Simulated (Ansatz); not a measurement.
**C2H2F5InO: taking an electron away**

One table from this session's results is given with a row withheld; the runs are named, their logs left out.

Computed with Ansatz 0.2.0, Gaussian basis. Level: unrestricted cation, the program's frozen cores in correlated methods.

Levels to be run: UKS PBE-D4/def2-TZVPP; UKS r2SCAN-D4/def2-TZVPP; UKS PBE0-D4/def2-TZVPP; UKS B3LYP-D4/def2-TZVPP; UKS wB97X-V/def2-TZVPP; UKS wB97M-V/def2-TZVPP; UKS B2PLYP/def2-TZVPP; UHF-CCSD(T)/def2-TZVPP; UHF-MP2/def2-QZVPP; extrapolation to the limit; then −ε(HOMO) from the neutral's earlier runs with LDA (SPW92), PBE-D4, revPBE-D4, BLYP-D4, r2SCAN-D4, B97M-V, PBE0-D4, B3LYP-D4, r2SCANh-D4, r2SCAN0-D4, HSE06-D4, BHLYP-D4, CAM-B3LYP-D4, LC-ωPBE, ωB97X-V, ωB97M-V.

### Structure used throughout

All runs share one geometry, relaxed beforehand with PBE0-D4 in a triple-zeta def2 set. In takes the def2 core potential; no spin-orbit term is included.

SMILES `[F][In]([F])[O]CC(F)(F)F`, 11 atoms, charge 0, spin multiplicity 1.

Atoms are counted from 1 here; the program's logs count them from 0.

Bond lengths: F1–In2 1.922 Å, In2–F3 1.931 Å, In2–O4 1.987 Å, O4–C5 1.387 Å, C5–C6 1.516 Å, C5–H10 1.099 Å, C5–H11 1.096 Å, C6–F7 1.323 Å, C6–F8 1.384 Å, C6–F9 1.325 Å. Angles: F1–In2–F3 117.6°, F1–In2–O4 121.9°, F3–In2–O4 119.5°, In2–O4–C5 116.4°, O4–C5–C6 111.4°, O4–C5–H10 113.8°, O4–C5–H11 109.5°, C6–C5–H10 106.7°, C6–C5–H11 106.9°, H10–C5–H11 108.1°, C5–C6–F7 112.7°, C5–C6–F8 109.0°, C5–C6–F9 113.5°, F7–C6–F8 106.6°, F7–C6–F9 108.9°, F8–C6–F9 105.7°.

Set-up of the first run:

in.yaml reads:

```yaml
crystal:
  periodic: [false, false, false]
  atoms:
    - {symbol: F, position_ang: [1.122659, -2.678919, 2.014342]}
    - {symbol: In, position_ang: [1.236417, -1.431488, 0.556394]}
    - {symbol: F, position_ang: [1.966844, -2.069401, -1.113454]}
    - {symbol: O, position_ang: [0.950702, 0.517020, 0.817687]}
    - {symbol: C, position_ang: [0.161620, 1.156505, -0.127317]}
    - {symbol: C, position_ang: [-1.191447, 0.486768, -0.262453]}
    - {symbol: F, position_ang: [-1.878184, 0.928844, -1.303559]}
    - {symbol: F, position_ang: [-1.005736, -0.870907, -0.459861]}
    - {symbol: F, position_ang: [-1.943888, 0.592146, 0.822698]}
    - {symbol: H, position_ang: [0.604603, 1.180154, -1.132778]}
    - {symbol: H, position_ang: [-0.023590, 2.189277, 0.188311]}
basis:
  gaussian: {orbitals: def2-TZVPP}
total_charge: 1
magnetization: {spin_polarized: true, initial_magnetization: 1}
hamiltonian: {xc: pbe, dispersion: d4}
```

Started as:

```sh
$ ansatz run in.yaml --threads 2 --pin off --events-out ev --progress --plain --max-ram 22528MiB --backend cuda --devices 0, --max-vram 18GiB
```

Steps of the session up to this table: Cation, UKS PBE-D4/def2-TZVPP; Cation, UKS r2SCAN-D4/def2-TZVPP; Cation, UKS PBE0-D4/def2-TZVPP; Cation, UKS B3LYP-D4/def2-TZVPP; Cation, UKS wB97X-V/def2-TZVPP; Cation, UKS wB97M-V/def2-TZVPP; Cation, UKS B2PLYP (frozen core)/def2-TZVPP; Cation, UHF-CCSD(T)/def2-TZVPP; Cation, UHF-MP2/def2-QZVPP.

One table of the session follows, with a row left open; its other results are not shown here.

For comparison, −ε(HOMO) of the neutral from earlier runs:

| functional | −ε(HOMO) (eV) |
| --- | --- |
| LDA (SPW92) | 7.54 |
| PBE-D4 | 7.29 |
| revPBE-D4 | 7.19 |
| BLYP-D4 | 7.22 |
| r2SCAN-D4 | 7.66 |
| B97M-V | 7.76 |
| PBE0-D4 | 8.97 |
| B3LYP-D4 | 8.74 |
| r2SCANh-D4 | 8.29 |
| r2SCAN0-D4 | 9.24 |
| HSE06-D4 | 8.56 |
| BHLYP-D4 | 10.62 |
| CAM-B3LYP-D4 | ? |
| LC-ωPBE | 11.77 |
| ωB97X-V | 11.45 |
| ωB97M-V | 11.39 |

Estimate the missing values for CAM-B3LYP-D4.

As computed: −ε(HOMO) (eV): 10.48. In the column «−ε(HOMO) (eV)» it lies between r2SCAN0-D4 (9.24) and BHLYP-D4 (10.62).
